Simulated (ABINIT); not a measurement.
# GaF (F-43m) in ABINIT: notebook

Aim: see how the results for GaF move with the level of theory and the settings. Levels: revPBE, PBE. Tasks: single point.

Everything below comes from runs of ABINIT 10.8.3 (patched build). Logs are shortened: lines on timing, memory, paths and dates and some standing lists are left out, and cuts for length are marked. The log counts tension as positive stress, the text compression.

**1. The crystal as given**

Symmetry: F-43m, No. 216, cubic system. Conventional cell: a = 5.692 Å, b = 5.692 Å, c = 5.692 Å, α = 90.00°, β = 90.00°, γ = 90.00°. Around Ga (site symmetry -43m) lie 4 F at 2.46 Å. F (site symmetry -43m) is surrounded by 4 Ga at 2.46 Å.

The cell was built by a generator and needn't be a form met in nature.

**2. Single point, revPBE, spin-orbit coupling, no magnetisation (cell stretched)**

The input, run.abi:

```
# Pseudopotentials
pp_dirpath "./"
pseudos "Ga.GGA_PBE-ansatz.xml, F.GGA_PBE-ansatz.xml"

# Structure
acell 4.0781603263 4.0781603263 4.0781603263 Angstrom
rprim
     0.0000000000     0.7071067812     0.7071067812
     0.7071067812     0.0000000000     0.7071067812
     0.7071067812     0.7071067812     0.0000000000
ntypat 2
znucl 31 9
natom 2
typat 1 2
xred
     0.2500000000     0.2500000000     0.2500000000
     0.0000000000     0.0000000000     0.0000000000
chkprim 0
chksymtnons 0
tolsym 1.0e-6

# Plane-wave basis
ecut 16.0
pawecutdg 32.0
pawxcdev 0

# k points
kptopt 4
ngkpt 6 6 6
nshiftk 1
shiftk 0.0 0.0 0.0

# Exchange and correlation
ixc 14

# Bands and occupations
nband 28
occopt 3
tsmear 0.00183747

# Spin
nspinor 2
nspden 1
pawspnorb 1

# SCF cycle
nstep 100
tolvrs 1.0e-9

# Output
iomode 3
prtwf 0
prteig 0
prtebands 0
enunit 1
prtden 1
prtvha 1
prtvclmb 1
prtpot 1
```

Potentials or basis: Ansatz PAW PBE default generated set, frozen core.

Launch:

```sh
$ abinit run.abi > log 2>&1
```

run.abo:

```text
[... set-up lines left out ...]
 ETOT  1  -103.34589752535    -1.033E+02 1.373E+00 8.699E+00
 ETOT  2  -103.42388252471    -7.798E-02 7.470E-02 7.437E+00
 ETOT  3  -103.41434624908     9.536E-03 3.290E-02 3.237E-01
 ETOT  4  -103.41445578960    -1.095E-04 1.090E-02 1.248E-01
 ETOT  5  -103.41463900432    -1.832E-04 2.631E-03 4.964E-03
 ETOT  6  -103.41470338887    -6.438E-05 1.713E-03 2.513E-03
 ETOT  7  -103.41479703811    -9.365E-05 3.521E-04 2.775E-04
 ETOT  8  -103.41480343537    -6.397E-06 1.764E-03 1.496E-04
 ETOT  9  -103.41480390516    -4.698E-07 2.581E-04 5.769E-05
 ETOT 10  -103.41480381379     9.138E-08 1.415E-03 4.795E-07
 ETOT 11  -103.41480382039    -6.604E-09 1.778E-04 1.436E-08
 ETOT 12  -103.41480382058    -1.928E-10 9.372E-04 3.411E-09
 ETOT 13  -103.41480382064    -5.268E-11 1.068E-04 2.691E-10

 At SCF step   13       nres2   =  2.69E-10 < tolvrs=  1.00E-09 =>converged.

 Cartesian components of stress tensor (hartree/bohr^3)
  sigma(1 1)= -1.14631022E-05  sigma(3 2)=  0.00000000E+00
  sigma(2 2)= -1.14631022E-05  sigma(3 1)=  0.00000000E+00
  sigma(3 3)= -1.14631022E-05  sigma(2 1)=  0.00000000E+00

--- !ResultsGS
iteration_state: {dtset: 1, }
comment   : Summary of ground state results
lattice_vectors:
- [  0.0000000,   5.4493934,   5.4493934, ]
- [  5.4493934,   0.0000000,   5.4493934, ]
- [  5.4493934,   5.4493934,   0.0000000, ]
lattice_lengths: [   7.70661,    7.70661,    7.70661, ]
lattice_angles: [ 60.000,  60.000,  60.000, ] # degrees, (23, 13, 12)
lattice_volume:   3.2364916E+02
convergence: {deltae: -5.268E-11, res2:  2.691E-10, residm:  1.068E-04, diffor: null, }
etotal    :  -1.03414804E+02
entropy   :   0.00000000E+00
fermie    :   2.05444692E-02
cartesian_stress_tensor: # hartree/bohr^3
- [ -1.14631022E-05,   0.00000000E+00,   0.00000000E+00, ]
- [  0.00000000E+00,  -1.14631022E-05,   0.00000000E+00, ]
- [  0.00000000E+00,   0.00000000E+00,  -1.14631022E-05, ]
pressure_GPa:   3.3726E-01
xred      :
- [  2.5000E-01,   2.5000E-01,   2.5000E-01, Ga]
- [  0.0000E+00,   0.0000E+00,   0.0000E+00,  F]
cartesian_forces: # hartree/bohr
- [ -0.00000000E+00,  -0.00000000E+00,  -0.00000000E+00, ]
- [ -0.00000000E+00,  -0.00000000E+00,  -0.00000000E+00, ]
force_length_stats: {min:   0.00000000E+00, max:   0.00000000E+00, mean:   0.00000000E+00, }
...

 Integrated electronic density in atomic spheres:
 ------------------------------------------------
 Atom  Sphere_radius  Integrated_density
    1        2.63806         11.66467238
    2        1.81225          6.63934030

================================================================================

 ----iterations are completed or convergence reached----

 Mean square residual over all n,k,spin=   16.223E-08; max=  10.677E-05
 reduced coordinates (array xred) for    2 atoms
       0.250000000000      0.250000000000      0.250000000000
       0.000000000000      0.000000000000      0.000000000000
 rms dE/dt=  0.0000E+00; max dE/dt=  0.0000E+00; dE/dt below (all hartree)
    1       0.000000000000      0.000000000000      0.000000000000
    2       0.000000000000      0.000000000000      0.000000000000

 cartesian coordinates (angstrom) at end:
    1      1.44184741077377     1.44184741077377     1.44184741077377
    2      0.00000000000000     0.00000000000000     0.00000000000000

 cartesian forces (hartree/bohr) at end:
    1     -0.00000000000000    -0.00000000000000    -0.00000000000000
    2     -0.00000000000000    -0.00000000000000    -0.00000000000000
 frms,max,avg= 0.0000000E+00 0.0000000E+00   0.000E+00  0.000E+00  0.000E+00 h/b

 cartesian forces (eV/Angstrom) at end:
    1     -0.00000000000000    -0.00000000000000    -0.00000000000000
    2     -0.00000000000000    -0.00000000000000    -0.00000000000000
 frms,max,avg= 0.0000000E+00 0.0000000E+00   0.000E+00  0.000E+00  0.000E+00 e/A
 length scales=  7.706606114250  7.706606114250  7.706606114250 bohr
              =  4.078160326300  4.078160326300  4.078160326300 angstroms
 Fermi (or HOMO) energy (eV) =   0.55904   Average Vxc (eV)=  -7.18500
 Eigenvalues (   eV  ) for nkpt=  25  k points:
 kpt#   1, nband= 28, wtk=  0.00463, kpt=  0.0000  0.0000  0.0000 (reduced coord)
 -22.33482  -22.33482  -14.40681  -14.40681  -14.40681  -14.40681  -13.95332  -13.95332
 -13.94294  -13.94294  -13.94294  -13.94294   -4.46968   -4.46968   -3.75768   -3.75768
  -3.70093   -3.70093   -3.70093   -3.70093    5.61810    5.61810    5.85972    5.85972
   5.85972    5.85972    9.31380    9.31380
 prteigrs : prtvol=0 or 1, do not print more k-points.

--- !EnergyTerms
iteration_state     : {dtset: 1, }
comment             : Components of total free energy in Hartree
kinetic             :  1.16757145318922E+01
hartree             :  4.74354104995135E+01
xc                  : -5.48691587815896E+00
Ewald energy        : -5.25495309980008E+01
psp_core            :  1.95847263486011E+00
local_psp           : -1.09741121464807E+02
PAW spherical_terms :  3.29317117522482E+00
internal            : -1.03414799499476E+02
'-kT*entropy'       : -7.25073529474160E-14
total_energy        : -1.03414799499476E+02
total_energy_eV     : -2.81406005273093E+03
...

--- !EnergyTermsDC
iteration_state     : {dtset: 1, }
comment             : '"Double-counting" decomposition of free energy'
band_energy         : -7.92301404083302E+00
Ewald energy        : -5.25495309980008E+01
psp_core            :  1.95847263486011E+00
xc_dc               : -4.70728349614863E+01
PAW spherical_terms :  2.17210354482442E+00
internal            : -1.03414803820636E+02
'-kT*entropy'       : -7.25073529474160E-14
total_energy_dc     : -1.03414803820636E+02
total_energy_dc_eV  : -2.81406017031567E+03
...

--- !EnergyTermsWithPAWCore
iteration_state     : {dtset: 1, }
comment             : 'Components of total free energy, including PAW core contributions'
Total energy        : -2.02312146925816E+03
Total energy DC     : -2.02312147357932E+03
Total energy (eV)   : -5.50519397225203E+04
Total energy DC (eV): -5.50519398401050E+04
...

 Cartesian components of stress tensor (hartree/bohr^3)
  sigma(1 1)= -1.14631022E-05  sigma(3 2)=  0.00000000E+00
  sigma(2 2)= -1.14631022E-05  sigma(3 1)=  0.00000000E+00
  sigma(3 3)= -1.14631022E-05  sigma(2 1)=  0.00000000E+00

-Cartesian components of stress tensor (GPa)         [Pressure=  3.3726E-01 GPa]
- sigma(1 1)= -3.37256111E-01  sigma(3 2)=  0.00000000E+00
- sigma(2 2)= -3.37256111E-01  sigma(3 1)=  0.00000000E+00
- sigma(3 3)= -3.37256111E-01  sigma(2 1)=  0.00000000E+00

== END DATASET(S) ==============================================================
================================================================================

 -outvars: echo values of variables after computation  --------
            acell      7.7066061142E+00  7.7066061142E+00  7.7066061142E+00 Bohr
           etotal     -1.0341480382E+02
            fcart     -0.0000000000E+00 -0.0000000000E+00 -0.0000000000E+00
                      -0.0000000000E+00 -0.0000000000E+00 -0.0000000000E+00
            rprim      0.0000000000E+00  7.0710678120E-01  7.0710678120E-01
                       7.0710678120E-01  0.0000000000E+00  7.0710678120E-01
                       7.0710678120E-01  7.0710678120E-01  0.0000000000E+00
           strten     -1.1463102204E-05 -1.1463102204E-05 -1.1463102204E-05
                       0.0000000000E+00  0.0000000000E+00  0.0000000000E+00
           xangst      1.4418474108E+00  1.4418474108E+00  1.4418474108E+00
                       0.0000000000E+00  0.0000000000E+00  0.0000000000E+00
             xred      2.5000000000E-01  2.5000000000E-01  2.5000000000E-01
                       0.0000000000E+00  0.0000000000E+00  0.0000000000E+00
 Calculation completed.
```

It took 85 s on 1 thread of Arm Neoverse V1, shared host; peak memory 0.26 GiB.

Results:

| Quantity | Value |
| --- | --- |
| Free energy | -2814.0602 eV |
| Pressure | 0.3 GPa |
| Band gap on the k mesh | 2.50 eV, indirect (least direct gap 2.52 eV) |
| Valence electrons inside the program's atomic spheres | Ga 11.66; F 6.64 |

Caveat: the PAW data sets were made with another functional, which shifts forces and pressure a little. A k mesh can miss the band edges.

**3. Single point, PBE**

The input, run.abi:

```
# Pseudopotentials
pp_dirpath "./"
pseudos "Ga.upf, F.upf"

# Structure
acell 7.6065089857 7.6065089857 7.6065089857
rprim
     0.0000000000     0.7071067812     0.7071067812
     0.7071067812     0.0000000000     0.7071067812
     0.7071067812     0.7071067812     0.0000000000
ntypat 2
znucl 31 9
natom 2
typat 1 2
xred
     0.2500000000     0.2500000000     0.2500000000
     0.0000000000     0.0000000000     0.0000000000

# Plane-wave basis
ecut 40.0

# k points
kptopt 1
ngkpt 6 6 6
nshiftk 1
shiftk 0.0 0.0 0.0

# Exchange and correlation
ixc 11

# Bands and occupations
nband 14
occopt 3
tsmear 0.05 eV

# SCF cycle
nstep 100
tolvrs 1.0e-10

# Output
iomode 3
prtwf 0
prtden 0
prteig 0
prtebands 0
enunit 1
```

Potentials or basis: PseudoDojo NC SR PBE v0.4.1 standard.

Launch:

```sh
$ abinit run.abi > log 2>&1
```

It took 36 s on 1 thread of Arm Neoverse V1, shared host; peak memory 0.09 GiB.

The run converged. Its results:

* Free energy: -2752.3111 eV
* Pressure: -0.1 GPa
* Band gap on the k mesh: 2.29 eV, indirect (least direct gap 2.29 eV)
* Valence electrons inside the program's atomic spheres: Ga 10.72; F 6.96

Levels at points of the mesh, in eV from the valence-band top:
```tsv
k point	band 7	band 8	band 9	band 10	band 11	band 12	band 13	band 14
(0.00, 0.00, 0.00)	-3.92	-3.25	-3.25	-3.25	6.55	6.55	6.55	9.96
(0.50, 0.00, 0.00)	-5.13	-3.39	-3.39	-1.03	2.79	6.46	6.46	10.54
(0.50, 0.50, 0.00)	-5.06	-3.65	-3.65	-0.01	2.29	6.12	6.12	7.64
```

A k mesh can miss the band edges. A hybrid or GW would open this gap; PBE tends to underestimate it.
